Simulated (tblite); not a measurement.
# H13NOSi6: the cost of one run

The runs use tblite 0.8.0 and PySCF 2.14.0, with density-fitted response routines of our own; the level of theory stands in each step. All values are computed, except where a source is named. Atoms are numbered from 0 throughout.

## 1. The molecule as given

21 atoms, charge 0, multiplicity 1; geometry from: force field or distance geometry start.

Bonds of the start (Å): N0–Si1 1.78, Si1–Si2 2.20, Si2–Si3 2.23, Si3–Si4 2.22, Si4–Si5 2.22, Si5–O6 1.71, O6–Si7 1.73, Si5–Si1 2.22, N0–H8 1.04, N0–H9 1.06, Si1–H10 1.47, Si2–H11 1.48, Si2–H12 1.48, Si3–H13 1.47, Si3–H14 1.45, Si4–H15 1.47, Si4–H16 1.47, Si5–H17 1.46, Si7–H18 1.48, Si7–H19 1.46, Si7–H20 1.46.

## 2. Relaxing the molecule with GFN2-xTB

The job: settings as JSON, then the geometry in Å.

```
{"job": {"kind": "relax", "xc": "GFN2-xTB", "basis": "xTB"}, "charge": 0, "multiplicity": 1}
N     -0.823500    -2.806300    -0.282900
Si    -0.979300    -1.338500     0.720100
Si    -2.679900    -0.151200    -0.015400
Si    -1.996400     1.954200    -0.271300
Si     0.206500     1.966400     0.008500
Si     0.838400    -0.077600     0.584100
O      1.954900    -0.624900    -0.592600
Si     3.554300    -0.105400    -0.185900
H     -0.133500    -3.432200     0.185200
H     -1.773300    -3.281800    -0.320700
H     -1.151100    -1.748600     2.120200
H     -3.150000    -0.761400    -1.274900
H     -3.752600    -0.201800     1.000100
H     -2.668300     2.868000     0.661400
H     -2.327200     2.382000    -1.616200
H      0.870700     2.357000    -1.244400
H      0.566600     2.914000     1.068700
H      1.538700    -0.072300     1.869100
H      3.455200     1.277800     0.328400
H      4.343300    -0.106400    -1.419900
H      4.097700    -0.993900     0.832800
```

Started as:

```bash
> OMP_NUM_THREADS=1 python probes_run.py task.json out
```

This one command runs all jobs of the session in turn.

Q: Estimate the wall time of this first job on 1 thread of Arm Neoverse V2, shared host.

About 2.4 s.
